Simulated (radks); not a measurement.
# Valence configurations of Fe

An exercise on one series of results from a longer session: the logs are not shown, and one member is left open.

Program: radks (a radial shooting solver on a logarithmic mesh, Libxc functionals) version 1. Level of theory: Dirac Kohn-Sham, BLYP, spin-unpolarised, spherical densities, finite nucleus; open shells fill j = l - 1/2 first. These are calculated values, not measurements, unless marked.

### The atom as given

| Property | Result |
| --- | --- |
| element | iron (Z = 26) |
| charge | 0 |
| electrons | 26 |
| configuration | [Ar] 3d6 4s2 |
| nuclear rms radius | 3.7377 fm |
| others tried | 3d5.5 4s2 4p0.5; 3d6 4s1.5 4p0.5; 3d6 4s1 4p1; 3d8; 3d5 4s2 4p1; 3d6 4p2; 3d4 4s2 4p2; 3d7 4s1; 3d6 4s0.5 4p1.5 |

The first run:

The run's settings:

```text
Z 26
configuration [Ar] 3d6 4s2
relativity Dirac
functional b88,lyp
spin unpolarised
j_filling energy
nucleus finite rms 3.7377 fm
c 137.035999084
```

Steps of the session up to this table: [Ar] 3d6 4s2.

One of the session's tables, all rows but one given; the rest of the session is left out.

It belongs to the step «[Ar] 3d6 4s2». From the orbitals of this run (lengths in bohr):

| level | <r> | outermost maximum (interpolated) | 90 % within | nodes |
| --- | --- | --- | --- | --- |
| 2p1/2 | 0.2334 | 0.178 | 0.383 | 0 |
| 2p3/2 | 0.2365 | 0.181 | 0.387 | 0 |
| 3s1/2 | 0.8106 | 0.700 | 1.22 | 2 |
| 3p1/2 | 0.8515 | 0.708 | 1.32 | 1 |
| 3p3/2 | 0.8610 | 0.715 | 1.33 | 1 |
| 3d3/2 | 1.139 | 0.708 | 2.02 | 0 |
| 3d5/2 | 1.146 | 0.711 | 2.03 | 0 |
| 4s1/2 | ? | ? | ? | ? |

**Question.** Estimate the row for 4s1/2.

The run gave: <r>: 2.989; outermost maximum (interpolated): 2.39; 90 % within: 4.59; nodes: 3. In the column «<r>» it is the highest.
